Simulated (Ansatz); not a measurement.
# WC (Qusongite): further runs on the relaxed cell

An exercise on one series of results from a longer session: the logs are not shown, and one member is left open.

Method: DFT PBE, scalar-relativistic, plane waves, PAW, in Ansatz 0.2.0.

1 further run of the same task is left out (set aside as unsound or not needed).

## The system as given

It takes space group P-6m2 (No. 187, hexagonal). The conventional cell has a = 2.922 Å, b = 2.922 Å, c = 2.847 Å, α = 90.00°, β = 90.00°, γ = 120.00°. W (site symmetry -6m2) is surrounded by 6 C at 2.21 Å. Around C (site symmetry -6m2) lie 6 W at 2.21 Å.

Structure file:

```cif
data_structure
_symmetry_space_group_name_H-M 'P 1'
_symmetry_Int_Tables_number 1
_cell_length_a 2.9217
_cell_length_b 2.9217
_cell_length_c 2.8471
_cell_angle_alpha 90.000
_cell_angle_beta 90.000
_cell_angle_gamma 120.000
_cell_volume 21.05
loop_
_atom_site_label
_atom_site_type_symbol
_atom_site_fract_x
_atom_site_fract_y
_atom_site_fract_z
_atom_site_occupancy
W1 W 0.00000 0.00000 0.00000 1
C1 C 0.66667 0.33333 0.50000 1
```

This cell was relaxed beforehand with the same method: volume 10.52 Å³/atom, gap on the mesh none (metal).

Set-up of the first run:

The input, input.yaml:

```yaml
crystal:
  lattice:
    - [2.9216789202, 0.0, 0.0]
    - [-1.4608394601, 2.5302481666, 0.0]
    - [0.0, 0.0, 2.8470525735]
  atoms:
    - { symbol: W, position: [0.0, 0.0, 0.0] }
    - { symbol: C, position: [0.6666666667, 0.3333333333, 0.5] }
basis:
  ecutwfc: 420
kpoints:
  mp_grid: { grid: [18, 18, 14] }
  band_path:
    path:
      - [[0.0, 0.0, 0.0], [0.5, 0.0, 0.0], [0.33333333, 0.33333333, 0.0], [0.0, 0.0, 0.0], [0.0, 0.0, 0.5], [0.5, 0.0, 0.5], [0.33333333, 0.33333333, 0.5], [0.0, 0.0, 0.5]]
      - [[0.5, 0.0, 0.5], [0.5, 0.0, 0.0]]
      - [[0.33333333, 0.33333333, 0.5], [0.33333333, 0.33333333, 0.0]]
    npoints: 14
hamiltonian:
  xc: pbe
scf:
  occupations: { method: gaussian, width: 0.1 }
  n_extra_bands: 6
output:
  forces: true
  stress: true
  eigenvalues: true
  populations: true
  dos: { projected: true, de: 0.02, nscf_kmesh: { grid: [27, 27, 21] } }
  bader: true
  write_density: true
  write_potential: true
  elf: true
  volumetric_format: npy
```

Launch:

```sh
$ ansatz run input.yaml --threads 1 --pin off --max-ram 2560MiB --backend cpu --events-out ev --progress --plain --runs-dir out
```

Among the steps run: Static run: bands, density of states and charges; Back to the database's cell; Volume × 0.97; Point at V/V0 = 1.03; Point at V/V0 = 0.94; The cell scaled to 1.06 of its volume; Volume × 0.91; Volume × 1.10; Volume × 0.88.

One table of the session follows, with a row left open; its other results are not shown here.

It belongs to the step «Fit of the equation of state». 

```
volume (Å³/atom)  energy above the lowest point (meV/atom)  pressure (GPa)
           9.261                                     226.2           64.13
           9.576                                     120.1           44.10
           9.892                                      50.5           27.03
          10.208                                         ?               ?
          10.524                                       0.0            0.03
          10.839                                      10.7          -10.59
          11.155                                      40.8          -19.64
          11.576                                     106.0          -29.66
```

Q: Estimate the row for volume (Å³/atom) = 10.208 from the others.

Worked estimate for «energy above the lowest point (meV/atom)». A straight line through the neighbours (9.892, 50.5) and (10.524, 0.0) gives 50.5 + (0.0 − 50.5) × (10.208 − 9.892) / (10.524 − 9.892) = 25.2; a parabola fitted to 4 rows on both sides gives 11.8.

**Answer.** energy above the lowest point (meV/atom): 12.0; pressure (GPa): 12.46. In «energy above the lowest point (meV/atom)» the line misses by +13.2 and the parabola by -0.2.
